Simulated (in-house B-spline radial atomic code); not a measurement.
# Excitations of Sr as exact exchange is dialled in, part 2 of 2

Aim: follow the lowest excitations, the threshold and the polarisability of Sr as the share of exact exchange in a PBE hybrid goes from none to all.

Computed with the in-house B-spline radial atomic code; linear response of a closed shell, each method with its own adiabatic kernel; spin-free one-electron X2C, finite nucleus; B-spline basis; no spin-orbit coupling, no double excitations; only terms of natural parity, (−1)^L, with L up to 3 are computed. Rows of excitations, here in order of energy, give L, multiplicity, 0 for full response or 1 for Tamm-Dancoff, hole, particle, weight of that channel, energy (hartree) and multipole strength; threshold is minus the highest occupied level of the method. polarisability lists the dipole (1), quadrupole (2) and octupole (3) values; f_sum adds the dipole strengths of the shells that respond, at most the outer three principal shells; real and imaginary give α at real and imaginary frequencies. The steps go on from the part before.

### Step 8. 60 % exact exchange

Settings, as recorded:

```ini
Z = 38
electrons = 38.0
configuration = [Kr] 5s2
hamiltonian = x2c
method = pbeh
box_radius = 75.0
exact_exchange_fraction = 0.6
rms_radius = 4.224
intervals = 77
```

Results of the run:

```text
{
  "status": "converged",
  "c6 [hartree bohr^6]": 3611.959,
  "f_sum": 30.5667,
  "excitations": [
    [1, 3, 0, "5s", "5p", 1.0, 0.0456632, 0.0],
    [1, 3, 1, "5s", "5p", 1.0, 0.0539424, 0.0],
    [2, 3, 0, "5s", "4d", 0.999, 0.0666194, 0.0],
    [2, 3, 1, "5s", "4d", 1.0, 0.0691286, 0.0],
    [2, 1, 0, "5s", "4d", 0.999, 0.0915427, 24.622],
    [2, 1, 1, "5s", "4d", 1.0, 0.0924355, 27.19],
    [1, 1, 0, "5s", "5p", 0.992, 0.0986683, 1.9944],
    [1, 1, 1, "5s", "5p", 0.997, 0.103348, 2.5843],
    "... 44 more rows left out ..."
  ],
  "polarisability [au]": {"1": 214.4822, "2": 4767.472, "3": 120162.6},
  "threshold [hartree]": 0.175127,
  "highest [hartree]": ["5s", -0.175127],
  "lowest_empty [hartree]": -0.01452555,
  "orbital_gaps [hartree]": {"5s-5p": 0.1606015}
}
```

It took 2.2 s on 1 thread of Intel Xeon Platinum 8488C (Sapphire Rapids), shared host; peak memory 0.16 GiB.

The first dipole-allowed state is 5s→5p ¹P, 2.685 eV (f = 1.99). α = 214.5 bohr³.

### Step 9. 70 % exact exchange

Settings: those of step 8 with these lines changed.

```diff
@@ -6,3 +6,3 @@
 box_radius = 75.0
-exact_exchange_fraction = 0.6
+exact_exchange_fraction = 0.7
 rms_radius = 4.224
```

Results of the run:

```text
{
  "status": "converged",
  "c6 [hartree bohr^6]": 3704.756,
  "f_sum": 30.5691,
  "excitations": [
    [1, 3, 0, "5s", "5p", 1.0, 0.043578, 0.0],
    [1, 3, 1, "5s", "5p", 1.0, 0.0527098, 0.0],
    [2, 3, 0, "5s", "4d", 0.998, 0.0682203, 0.0],
    [2, 3, 1, "5s", "4d", 1.0, 0.0705102, 0.0],
    [2, 1, 0, "5s", "4d", 0.999, 0.0926731, 25.1],
    [2, 1, 1, "5s", "4d", 1.0, 0.0937497, 28.098],
    [1, 1, 0, "5s", "5p", 0.992, 0.0980059, 2.0079],
    [1, 1, 1, "5s", "5p", 0.997, 0.102661, 2.6026],
    [0, 3, 0, "5s", "6s", 1.0, 0.127587, 0.0],
    [0, 3, 1, "5s", "6s", 1.0, 0.127891, 0.0],
    [0, 1, 0, "5s", "6s", 0.999, 0.135382, 0.0],
    [0, 1, 1, "5s", "6s", 1.0, 0.135606, 0.0],
    [1, 3, 0, "5s", "6p", 1.0, 0.147175, 0.0],
    [1, 3, 1, "5s", "6p", 1.0, 0.147376, 0.0],
    [1, 1, 0, "5s", "6p", 0.999, 0.150839, 0.052496],
    [1, 1, 1, "5s", "6p", 0.999, 0.151507, 0.12631],
    "... 44 more rows left out ..."
  ],
  "polarisability [au]": {"1": 218.1757, "2": 4727.539, "3": 119625.4},
  "threshold [hartree]": 0.1825349,
  "highest [hartree]": ["5s", -0.1825349],
  "lowest_empty [hartree]": -0.009705677,
  "orbital_gaps [hartree]": {"5s-5p": 0.1728292}
}
```

Run time: 2 s. Hardware: 1 thread of Intel Xeon Platinum 8488C (Sapphire Rapids), shared host; peak memory 0.16 GiB.

The first dipole-allowed state is 5s→5p ¹P, 2.667 eV (f = 2.01). α = 218.2 bohr³.

### Step 10. 80 % exact exchange

Settings: those of step 9 with these lines changed.

```diff
@@ -6,3 +6,3 @@
 box_radius = 75.0
-exact_exchange_fraction = 0.7
+exact_exchange_fraction = 0.8
 rms_radius = 4.224
```

Results of the run:

```text
{
  "status": "converged",
  "c6 [hartree bohr^6]": 3802.602,
  "f_sum": 30.5715,
  "excitations": [
    [1, 3, 0, "5s", "5p", 1.0, 0.0413999, 0.0],
    [1, 3, 1, "5s", "5p", 1.0, 0.0514744, 0.0],
    [2, 3, 0, "5s", "4d", 0.998, 0.0697907, 0.0],
    [2, 3, 1, "5s", "4d", 1.0, 0.0719028, 0.0],
    [2, 1, 0, "5s", "4d", 0.999, 0.0937889, 25.593],
    [2, 1, 1, "5s", "4d", 1.0, 0.0950715, 29.044],
    [1, 1, 0, "5s", "5p", 0.992, 0.0973042, 2.0201],
    [1, 1, 1, "5s", "5p", 0.997, 0.101934, 2.6176],
    [0, 3, 0, "5s", "6s", 1.0, 0.128082, 0.0],
    [0, 3, 1, "5s", "6s", 1.0, 0.128431, 0.0],
    [0, 1, 0, "5s", "6s", 0.999, 0.136189, 0.0],
    [0, 1, 1, "5s", "6s", 1.0, 0.136416, 0.0],
    "... 56 more rows left out ..."
  ],
  "polarisability [au]": {"1": 222.0479, "2": 4691.22, "3": 119199.5},
  "threshold [hartree]": 0.1898879,
  "highest [hartree]": ["5s", -0.1898879],
  "lowest_empty [hartree]": -0.005174079,
  "orbital_gaps [hartree]": {"5s-5p": 0.1847139}
}
```

It took 2.9 s on 1 thread of Intel Xeon Platinum 8488C (Sapphire Rapids), shared host; peak memory 0.16 GiB.

The first dipole-allowed state is 5s→5p ¹P, 2.648 eV (f = 2.02). α = 222.0 bohr³.

### Step 11. 90 % exact exchange

Settings: those of step 10 with these lines changed.

```diff
@@ -6,3 +6,3 @@
 box_radius = 75.0
-exact_exchange_fraction = 0.8
+exact_exchange_fraction = 0.9
 rms_radius = 4.224
```

Results of the run:

```text
{
  "status": "converged",
  "c6 [hartree bohr^6]": 3905.798,
  "f_sum": 30.5739,
  "excitations": [
    [1, 3, 0, "5s", "5p", 1.0, 0.0391153, 0.0],
    [1, 3, 1, "5s", "5p", 1.0, 0.050237, 0.0],
    [2, 3, 0, "5s", "4d", 0.998, 0.0713335, 0.0],
    [2, 3, 1, "5s", "4d", 1.0, 0.0733069, 0.0],
    [2, 1, 0, "5s", "4d", 0.999, 0.0948916, 26.104],
    [2, 1, 1, "5s", "4d", 1.0, 0.0964015, 30.031],
    [1, 1, 0, "5s", "5p", 0.992, 0.0965655, 2.031],
    [1, 1, 1, "5s", "5p", 0.997, 0.101172, 2.6299],
    [0, 3, 0, "5s", "6s", 1.0, 0.128506, 0.0],
    [0, 3, 1, "5s", "6s", 1.0, 0.128905, 0.0],
    [0, 1, 0, "5s", "6s", 0.999, 0.136912, 0.0],
    [0, 1, 1, "5s", "6s", 1.0, 0.137143, 0.0],
    [1, 3, 0, "5s", "6p", 1.0, 0.149959, 0.0],
    [1, 3, 1, "5s", "6p", 1.0, 0.150184, 0.0],
    [1, 1, 0, "5s", "6p", 0.999, 0.153796, 0.045319],
    [1, 1, 1, "5s", "6p", 0.999, 0.154489, 0.11426],
    "... 52 more rows left out ..."
  ],
  "polarisability [au]": {"1": 226.1062, "2": 4658.312, "3": 118879.0},
  "threshold [hartree]": 0.1971853,
  "highest [hartree]": ["5s", -0.1971853],
  "lowest_empty [hartree]": -0.001104161,
  "orbital_gaps [hartree]": {"5s-5p": 0.1960812}
}
```

Run time: 2.7 s. Hardware: 1 thread of Intel Xeon Platinum 8488C (Sapphire Rapids), shared host; peak memory 0.16 GiB.

The first dipole-allowed state is 5s→5p ¹P, 2.628 eV (f = 2.03). α = 226.1 bohr³.

### Step 12. 100 % exact exchange

Settings: those of step 11 with these lines changed.

```diff
@@ -6,3 +6,3 @@
 box_radius = 75.0
-exact_exchange_fraction = 0.9
+exact_exchange_fraction = 1.0
 rms_radius = 4.224
```

Results of the run:

```text
{
  "status": "converged",
  "c6 [hartree bohr^6]": 4014.678,
  "f_sum": 30.5762,
  "excitations": [
    [1, 3, 0, "5s", "5p", 1.0, 0.0367065, 0.0],
    [1, 3, 1, "5s", "5p", 1.0, 0.048998, 0.0],
    [2, 3, 0, "5s", "4d", 0.998, 0.072851, 0.0],
    [2, 3, 1, "5s", "4d", 1.0, 0.0747226, 0.0],
    [1, 1, 0, "5s", "5p", 0.992, 0.0957919, 2.0407],
    [2, 1, 0, "5s", "4d", 0.998, 0.0959826, 26.633],
    [2, 1, 1, "5s", "4d", 1.0, 0.0977397, 31.062],
    [1, 1, 1, "5s", "5p", 0.997, 0.100377, 2.6396],
    [0, 3, 0, "5s", "6s", 1.0, 0.128862, 0.0],
    [0, 3, 1, "5s", "6s", 1.0, 0.129316, 0.0],
    [0, 1, 0, "5s", "6s", 0.999, 0.137555, 0.0],
    [0, 1, 1, "5s", "6s", 1.0, 0.137793, 0.0],
    [1, 3, 0, "5s", "6p", 1.0, 0.151221, 0.0],
    [1, 3, 1, "5s", "6p", 1.0, 0.151457, 0.0],
    [1, 1, 0, "5s", "6p", 0.998, 0.155107, 0.041534],
    [1, 1, 1, "5s", "6p", 0.999, 0.155806, 0.10722],
    "... 60 more rows left out ..."
  ],
  "polarisability [au]": {"1": 230.3596, "2": 4628.643, "3": 118659.3},
  "threshold [hartree]": 0.2044267,
  "highest [hartree]": ["5s", -0.2044267],
  "lowest_empty [hartree]": 0.001032177,
  "orbital_gaps [hartree]": {}
}
```

It took 2.8 s on 1 thread of Intel Xeon Platinum 8488C (Sapphire Rapids), shared host; peak memory 0.16 GiB.

Lowest ¹P state: 5s→5p ¹P at 2.607 eV, oscillator strength 2.04. α = 230.4 bohr³.

### Step 13. Results

This closing draws on all 2 parts.

```csv
run,threshold (eV),5s→5p ¹P (eV),"5s→5p ³P, Tamm-Dancoff (eV)",α (bohr³),C6 (hartree bohr⁶),time
0 % exact exchange,3.525,2.766,1.666,195.7,3146,1.6 s
10 % exact exchange,3.736,2.756,1.634,198.4,3214,2.4 s
20 % exact exchange,3.944,2.745,1.601,201.3,3286,2 s
30 % exact exchange,4.152,2.732,1.568,204.4,3361,2.7 s
40 % exact exchange,4.358,2.717,1.535,207.6,3440,2.2 s
50 % exact exchange,4.562,2.702,1.501,211.0,3524,1.8 s
60 % exact exchange,4.765,2.685,1.468,214.5,3612,2.2 s
70 % exact exchange,4.967,2.667,1.434,218.2,3705,2 s
80 % exact exchange,5.167,2.648,1.401,222.0,3803,2.9 s
90 % exact exchange,5.366,2.628,1.367,226.1,3906,2.7 s
100 % exact exchange,5.563,2.607,1.333,230.4,4015,2.8 s
measured or tabulated,-,2.690,1.823,197.2,3175,-
```

From 0 % exact exchange to 100 % exact exchange the threshold goes from 3.53 to 5.56 eV and α from 196 to 230 bohr³. 5s→5p ¹P moves from 2.77 eV (0 % exact exchange) to 2.61 eV (100 % exact exchange). 5s→5p ³P moves from 1.67 eV (0 % exact exchange) to 1.33 eV (100 % exact exchange). Exact exchange removes self-interaction, which deepens the highest level. The tabulated α is from Schwerdtfeger and Nagle, table of static dipole polarizabilities (2023 update). The tabulated C6 is from Chu and Dalgarno (2004); Tang, Norbeck and Certain (1976).
